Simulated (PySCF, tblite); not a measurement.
# C₈H₁₆N₂: geometry, infrared bands and NMR shifts

Wanted: the infrared bands and NMR shifts of C₈H₁₆N₂ (`CC(C)N(C)/N=C/C1CC1`), by calculation.

Computed with tblite 0.8.0 and PySCF 2.14.0, with density-fitted response routines of our own, on a single molecule in the gas phase. Atoms count from 0, in the outputs and in this text.

### 1 The starting structure

26 atoms, charge 0, multiplicity 1; geometry from: force field or distance geometry start.

Bonds of the start (Å): C0–C1 1.51, C1–C2 1.51, C1–N3 1.46, N3–C4 1.46, N3–N5 1.40, N5–C6 1.30, C6–C7 1.49, C7–C8 1.51, C8–C9 1.50, C9–C7 1.52, C0–H10 1.13, C0–H11 1.11, C0–H12 1.09, C1–H13 1.12, C2–H14 1.11, C2–H15 1.13, C2–H16 1.13, C4–H17 1.10, C4–H18 1.09, C4–H19 1.09, C6–H20 1.08, C7–H21 1.10, C8–H22 1.13, C8–H23 1.12, C9–H24 1.13, C9–H25 1.10.

### 2 Geometry optimisation with GFN2-xTB

The job: settings as JSON, then the geometry in Å.

```
{"job": {"kind": "relax", "xc": "GFN2-xTB", "basis": "xTB"}, "charge": 0, "multiplicity": 1}
C     -1.938100     1.489800    -0.669300
C     -2.122300    -0.006200    -0.685000
C     -3.393900    -0.311100     0.068500
N     -0.947500    -0.578800    -0.039100
C     -0.767300    -2.014100     0.149400
N      0.069300     0.251200     0.456000
C      1.315300    -0.116400     0.348500
C      2.455200     0.709300     0.846000
C      3.785300     0.003100     0.860300
C      3.510500     1.023100    -0.205700
H     -2.813700     1.894700    -1.257500
H     -1.938900     1.915500     0.359600
H     -1.024200     1.815700    -1.158000
H     -2.151700    -0.386500    -1.735200
H     -3.788800    -1.319200    -0.155000
H     -3.278100    -0.174600     1.182500
H     -4.131100     0.486400    -0.234400
H     -0.290600    -2.435900    -0.744200
H     -0.122100    -2.170200     1.013500
H     -1.748300    -2.468800     0.292400
H      1.521100    -1.071800    -0.113500
H      2.251900     1.580200     1.488000
H      4.491300     0.260300     1.705400
H      3.786000    -1.071800     0.544700
H      4.070000     1.992400    -0.057800
H      3.179500     0.726200    -1.217100
```

Run with:

```sh
OMP_NUM_THREADS=1 python probes_run.py task.json out
```

The driver reads the jobs from task.json and runs them one after another.

**Question.** This job is followed by: GFN2-xTB harmonic vibrations, gas phase; GIAO PBE0/pcSseg-1 NMR shielding, non-relativistic, gas phase. Predict these results of the whole session: strongest single infrared mode (GFN2-xTB); zero-point energy (GFN2-xTB); 13C shifts against TMS (PBE0/pcSseg-1, means over atoms taken as alike); 1H shifts against TMS (PBE0/pcSseg-1, means over atoms taken as alike); 15N shifts against NH3 (PBE0/pcSseg-1).

The runs gave:

| quantity | value |
| --- | --- |
| strongest single infrared mode (GFN2-xTB) | 1265 cm⁻¹, 126 km/mol |
| zero-point energy (GFN2-xTB) | 142.9 kcal/mol |
| 13C shifts against TMS (PBE0/pcSseg-1, means over atoms taken as alike) | 133.3, 61.6, 37.2, 21.4, 19.9, 7.5 ppm |
| 1H shifts against TMS (PBE0/pcSseg-1, means over atoms taken as alike) | 5.60, 3.08, 2.75, 1.79, 1.21, 0.74, 0.29 ppm |
| 15N shifts against NH3 (PBE0/pcSseg-1) | 364.6, 135.7 ppm |

**Reading.** Relaxing lowered the energy by 1.101 eV in 243 steps; the close pair that moved most is N3–N5, from 1.403 to 1.334 Å. No mode is imaginary among the 72: a minimum at this level. The strongest single mode, at 1265 cm⁻¹, has its largest shares on N3, C1 and H20 (the list is cut at 3 atoms). GFN2-xTB is a fitted tight-binding method: band positions and strengths are rough. Its intensities can rank the bands wrongly. At PBE0/pcSseg-1: The widest tensor belongs to N5: span 566 ppm, with a paramagnetic part of -427 ppm.
